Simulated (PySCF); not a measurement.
# One shape, several levels: AlBrCl (SMILES [Cl][Al][Br])

Aim: a comparison of 5 runs (U-wB97X-V/STO-3G, UB2PLYP/STO-3G, UB3LYP/STO-3G, UM06-2X/STO-3G, UPBE0/STO-3G) of AlBrCl. The job is set up through a Python script.

The calculation is run with PySCF 2.14.0.

13 further runs of the same task are left out: 9 for a known fault of the program, 4 set aside as unsound or not needed.

## 1. The system as given

The species is AlBrCl (3 atoms), meant as a doublet with charge 0. As SMILES, `[Cl][Al][Br]`. The Al2–Br3 distance was set to 4.984 Å, away from the relaxed value. At this shape a bond of the SMILES string is far longer than usual.

Bond lengths: Cl1–Al2 2.102 Å.

## 2. A single-point energy at U-wB97X-V/STO-3G (run 1)

start.xyz reads:

```xyz
3
AlBrCl
Cl    -0.574326     4.267264     0.137944
Al    -1.662326     2.637464    -0.623656
Br     0.197100    -1.957200    -0.099400
```

input.py reads:

```python
from pyscf import gto, dft

mol = gto.M(
    atom='start.xyz',
    max_memory=1860,
    basis='sto-3g',
    spin=1,
    charge=0,
    verbose=4,
)

calc0 = dft.UKS(mol)
calc0.xc = 'wb97x-v'
calc0.nlcgrids.level = 1
calc0.grids.level = 5
calc0.conv_tol = 1e-10
calc0.kernel()
if not calc0.converged:
    calc0 = calc0.newton().run(calc0.mo_coeff, calc0.mo_occ)

energy = calc0.e_tot
print('E(%s) = %.9f' % ('WB97X-V', energy))
```

Command:

```
$ OMP_NUM_THREADS=1 python input.py
```

The program printed:

```text
PySCF version 2.14.0

[INPUT] num. atoms = 3
[INPUT] num. electrons = 65
[INPUT] charge = 0
[INPUT] spin (= nelec alpha-beta = 2S) = 1
[INPUT] symmetry False subgroup None
[INPUT] Mole.unit = angstrom
[INPUT] Symbol           X                Y                Z      unit          X                Y                Z       unit  Magmom
[INPUT]  1 Cl    -0.574326000000   4.267264000000   0.137944000000 AA   -1.085318846217   8.063960261216   0.260676380527 Bohr   0.0
[INPUT]  2 Al    -1.662326000000   2.637464000000  -0.623656000000 AA   -3.141340869744   4.984084623400  -1.178539035942 Bohr   0.0
[INPUT]  3 Br     0.197100000000  -1.957200000000  -0.099400000000 AA    0.372465019152  -3.698571970999  -0.187838776782 Bohr   0.0

nuclear repulsion = 154.097589600923
number of shells = 18
number of NR pGTOs = 108
number of NR cGTOs = 36
basis = sto-3g
ecp = {}

[... 45 lines left out ...]
WARN: HOMO -0.310002201907796 >= LUMO -0.310002201907798
[... 5 lines left out ...]
WARN: HOMO 0.020406067306462 >= LUMO 0.0205016330804505
[... 12 lines left out ...]
WARN: beta  nocc = 32  HOMO 0.0101079968705227 >= LUMO 0.0101650922013791
[... 1 line left out ...]
WARN: HOMO 0.0101079968705227 >= LUMO 0.0101650922013791
[... 70 lines left out ...]
converged SCF energy = -3240.43065855583  <S^2> = 0.75000003  2S+1 = 2
E(WB97X-V) = -3240.430658556
```

Run time: 35 s. Hardware: 1 thread of Arm Neoverse V1, shared host; peak memory 0.24 GiB.

## 3. A single-point energy at UB2PLYP/STO-3G (run 2)

job.py reads:

```python
from pyscf import gto, dft, mp

mol = gto.M(
    atom=[
    ('Cl', (-0.574326, 4.267264, 0.137944)),
    ('Al', (-1.662326, 2.637464, -0.623656)),
    ('Br', (0.197100, -1.957200, -0.099400)),
],
    max_memory=1860,
    charge=0,
    verbose=3,
    spin=1,
    basis='sto-3g',
)

myscf = dft.UKS(mol, xc='0.53*HF + 0.47*B88, 0.73*LYP')
myscf.conv_tol = 1e-10
myscf.grids.level = 5
myscf.kernel()
if not myscf.converged:
    myscf = myscf.newton().run(myscf.mo_coeff, myscf.mo_occ)

pt = mp.MP2(myscf, frozen=19).run()
e_final = myscf.e_tot + 0.27 * pt.e_corr
print('PT2 part  %.8f' % (0.27 * pt.e_corr))
print(f'total energy: {e_final:.8f} hartree')
```

Command:

```
$ OMP_NUM_THREADS=1 python job.py
```

The program printed:

```text
WARN: HOMO -0.288655700856938 >= LUMO -0.288655700856937

WARN: HOMO 0.0656260704264784 >= LUMO 0.0656460552399203

converged SCF energy = -3240.06997811643  <S^2> = 0.75000003  2S+1 = 2
E(UMP2) = -3240.10527053696  E_corr = -0.0352924205266894
E(SCS-UMP2) = -3240.10952553614  E_corr = -0.0395474197015734
PT2 part  -0.00952895
total energy: -3240.07950707 hartree
```

Wall time 6.9 s (1 thread of Arm Neoverse V1, shared host); peak memory 0.24 GiB.

Run 3 isn't shown in full; the table further down has it.

## 4. The energy at UM06-2X/STO-3G (run 4)

calc.py reads:

```python
from pyscf import gto, dft

mol = gto.M(
    atom='''
Cl  -0.574326   4.267264   0.137944
Al  -1.662326   2.637464  -0.623656
Br   0.197100  -1.957200  -0.099400
''',
    max_memory=1860,
    basis='sto-3g',
    spin=1,
    verbose=4,
)

mf = dft.UKS(mol)
mf.xc = 'm06-2x'
mf.grids.level = 5
mf.conv_tol = 1e-10
mf.kernel()
if not mf.converged:
    mf = mf.newton().run(mf.mo_coeff, mf.mo_occ)

e_tot = mf.e_tot
print('E = %.10f Eh' % e_tot)
```

Command:

```
$ OMP_NUM_THREADS=1 python calc.py
```

The program printed:

```text
PySCF version 2.14.0

[INPUT] num. atoms = 3
[INPUT] num. electrons = 65
[INPUT] charge = 0
[INPUT] spin (= nelec alpha-beta = 2S) = 1
[INPUT] symmetry False subgroup None
[INPUT] Mole.unit = angstrom
[INPUT] Symbol           X                Y                Z      unit          X                Y                Z       unit  Magmom
[INPUT]  1 Cl    -0.574326000000   4.267264000000   0.137944000000 AA   -1.085318846217   8.063960261216   0.260676380527 Bohr   0.0
[INPUT]  2 Al    -1.662326000000   2.637464000000  -0.623656000000 AA   -3.141340869744   4.984084623400  -1.178539035942 Bohr   0.0
[INPUT]  3 Br     0.197100000000  -1.957200000000  -0.099400000000 AA    0.372465019152  -3.698571970999  -0.187838776782 Bohr   0.0

nuclear repulsion = 154.097589600923
number of shells = 18
number of NR pGTOs = 108
number of NR cGTOs = 36
basis = sto-3g
ecp = {}

[... 35 lines left out ...]
WARN: HOMO -0.299848997788167 >= LUMO -0.299848997788173
[... 5 lines left out ...]
WARN: HOMO 0.0639924857645444 >= LUMO 0.0640156873424531
[... 82 lines left out ...]
converged SCF energy = -3240.74910499553  <S^2> = 0.75000001  2S+1 = 2
E = -3240.7491049955 Eh
```

It took 16 s on 1 thread of Arm Neoverse V1, shared host; peak memory 0.28 GiB.

## 5. A single-point energy at UPBE0/STO-3G (run 5)

input.py reads:

```python
from pyscf import gto, dft

mol = gto.M(
    atom='''
Cl    -1.085319     8.063960     0.260676
Al    -3.141341     4.984085    -1.178539
Br     0.372465    -3.698572    -0.187839
''',
    verbose=3,
    spin=1,
    basis='sto-3g',
    unit='bohr',
    max_memory=1860,
)

mf = dft.UKS(mol, xc='pbe0')
mf.conv_tol = 1e-10
mf.grids.level = 5
mf.kernel()
if not mf.converged:
    mf = mf.newton().run(mf.mo_coeff, mf.mo_occ)

e_final = mf.e_tot
print('Final energy', e_final)
```

Command:

```
$ OMP_NUM_THREADS=1 python input.py
```

The program printed:

```text
WARN: HOMO -0.0145304138751782 >= LUMO -0.0147562787914512

WARN: HOMO -0.099418129213911 >= LUMO -0.0990412123146376

converged SCF energy = -3240.21865554838  <S^2> = 0.75000007  2S+1 = 2.0000001
Final energy -3240.2186555483804
```

Run time: 7.8 s. Hardware: 1 thread of Arm Neoverse V1, shared host; peak memory 0.24 GiB.

## 6. All runs side by side

```csv
run,level,nlc grid,frozen core orbitals,energy (Eh),dipole moment (D),HOMO energy (eV),LUMO energy (eV),wall time
1,U-wB97X-V/STO-3G,1,–,-3240.430659,3.83,-5.73,-0.29,35 s
2,UB2PLYP/STO-3G,–,19,-3240.079507,3.88,-4.39,-0.80,6.9 s
3,UB3LYP/STO-3G,–,–,-3240.668683,3.23,-3.47,-2.78,9.3 s
4,UM06-2X/STO-3G,–,–,-3240.749105,3.89,-4.59,-1.49,16 s
5,UPBE0/STO-3G,–,–,-3240.218656,3.68,-3.44,-2.75,7.8 s
```

## 7. What came out

| quantity | value |
| --- | --- |
| run 5: total energy | -3240.21866 Eh |
| run 5: dipole moment | 3.68 D |
| run 5: HOMO energy (highest over α and β) | -3.44 eV |
| run 5: LUMO energy (lowest over α and β) | -2.75 eV |
| run 5: ⟨S²⟩ | 0.750 |

In words: The dipole moment (its size) runs from 3.23 D (UB3LYP/STO-3G) to 3.89 D (UM06-2X/STO-3G). Totals of different functionals can't be ranked against each other. In runs 1, 2, 3, 4, 5 the basis is minimal, so the values are rough. All runs together took 75 s, the longest 35 s.
